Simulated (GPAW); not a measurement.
Input of a GPAW 26.7.0 run:

The input run.py:

```python
from ase import Atoms
from ase.filters import FrechetCellFilter
from ase.io import write
from ase.optimize import BFGS
from ase.units import GPa
from gpaw import GPAW, PW, setup_paths

setup_paths.insert(0, '.')

atoms = Atoms(['Te', 'Nb'],
              cell=[[3.7029743866, 0.0, 0.0],
                    [-1.8514871933, 3.2068698884, 0.0],
                    [0.0, 0.0, 3.694211]],
              scaled_positions=[[0.6666666667, 0.3333333333, 0.0],
                                [0.0, 0.0, 0.5]],
              pbc=True)

calc = GPAW(mode=PW(600),
            xc='PBEsol',
            kpts={'size': (7, 7, 6), 'gamma': True},
            occupations={'name': 'fermi-dirac', 'width': 0.05},
            nbands=20,
            convergence={'density': 1e-05, 'forces': 0.0001},
            maxiter=150,
            txt='gpaw.txt')
atoms.calc = calc
opt = BFGS(FrechetCellFilter(atoms, scalar_pressure=20 * GPa), trajectory='relax.traj', logfile='-')
done = opt.run(fmax=0.02, steps=60)
calc.write('gs.gpw')
write('result.traj', atoms)
print('Converged:', done)
print('Cell:', atoms.cell.cellpar().round(4))
print('Volume:', round(atoms.get_volume(), 4))
print(atoms.get_scaled_positions().round(5))
```

Potentials or basis: PAW data sets generated in the run's folder for this functional, pw.

The run is started by

```bash
$ gpaw-setup -f PBEsol Nb Te
$ OMP_NUM_THREADS=1 python run.py
```

Problem. Predict the band gap on the k mesh.

Solution. None (metal or under the smearing width).

Problem. Estimate the relaxed cell.

Solution. a = 3.418 Å, b = 3.418 Å, c = 3.645 Å, α = 90.00°, β = 90.00°, γ = 120.00°.

The path:
| step | energy change (eV) | largest force (eV/Å) | pressure (GPa) | volume (Å³) |
| --- | --- | --- | --- | --- |
| 1 | 0.0000 | 0.0000 | -6.10 | 43.87 |
| 2 | -0.0295 | 0.0000 | 3.89 | 40.64 |
| 3 | 0.2873 | 0.0000 | 23.62 | 36.66 |
| 4 | 0.2042 | 0.0000 | 19.87 | 37.24 |
| 5 | 0.1891 | 0.0000 | 19.17 | 37.31 |
| 6 | 0.1909 | 0.0000 | 18.84 | 37.21 |
| 7 | 0.2124 | 0.0000 | 19.60 | 37.02 |
| 8 | 0.2275 | 0.0000 | 20.06 | 36.90 |
| 9 | 0.2302 | 0.0000 | 20.08 | 36.88 |

Caveat: later steps reuse the first step's grids; the volume moved by over 15 % at a fixed basis, so the end points are rough. The run has no spin-orbit coupling, so splittings on Te are missing.
